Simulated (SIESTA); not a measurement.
**BaTi2Bi2O under changes of volume**

One of the cells (25.069 Å³/atom); the others are scaled copies at fixed shape and fractional positions:

```xyz
6
Lattice="4.1426 0.0000 0.0000 0.0000 4.1426 0.0000 0.0000 0.0000 8.7649" Properties=species:S:1:pos:R:3 pbc="T T T"
Bi    0.0000    0.0000    6.5951
Bi    0.0000    0.0000    2.1699
Ba    2.0713    2.0713    4.3825
Ti    2.0713    0.0000    0.0000
Ti    0.0000    2.0713    0.0000
O     2.0713    2.0713    0.0000
```

The cell comes from a database or a generator and needn't be the stable form of this composition.

```yaml
Program: SIESTA 5.4.2
Functional: PBEsol
Potentials_or_basis: PseudoDojo 0.4 standard (PBEsol files)
Basis: DZP (energy shift 0.003 Ry; two zetas on semicore shells; d shell added on Ba)
Grid_cutoff: 800 Ry
Energy_shift: 0.003 Ry
k_mesh: 7 × 7 × 3
Occupations: fermi-dirac, width 0.05 eV
Spin: no spin polarisation
```

| volume (Å³/atom) | energy over the lowest point (meV/atom) | pressure (GPa) | largest force (eV/Å) |
| --- | --- | --- | --- |
| 23.103 | ? | ? | ? |
| 23.594 | 0.00 | 0.6 | 0.089 |
| 24.086 | 0.85 | -1.0 | 0.032 |
| 25.069 | 16.34 | -3.8 | 0.237 |
| 25.561 | 29.96 | -5.0 | 0.328 |
| 26.052 | 47.00 | -6.0 | 0.409 |

Q: What does the run at 23.103 Å³/atom give?

A: Energy over the lowest point 4.40 meV/atom; pressure 2.4 GPa; largest force 0.217 eV/Å.

Worked out: A Birch-Murnaghan fit of order 3 (a polynomial in V^(-2/3)) to the other rows has its minimum at 23.75 Å³/atom with B0 = V·E''(V) = 81 GPa and B' = 4.5 at fixed shape and positions, which overstates the stiffness. It gives 4.45 meV/atom at 23.103 Å³/atom, against the run's 4.40, and -dE/dV = 2.4 GPa, against 2.4.

Energies are extrapolated to zero smearing.

Caveats: this set's barium file shifts pressures by up to 1 GPa against other sets; the basis of atomic orbitals isn't converged, which shifts pressures, moduli and gaps.
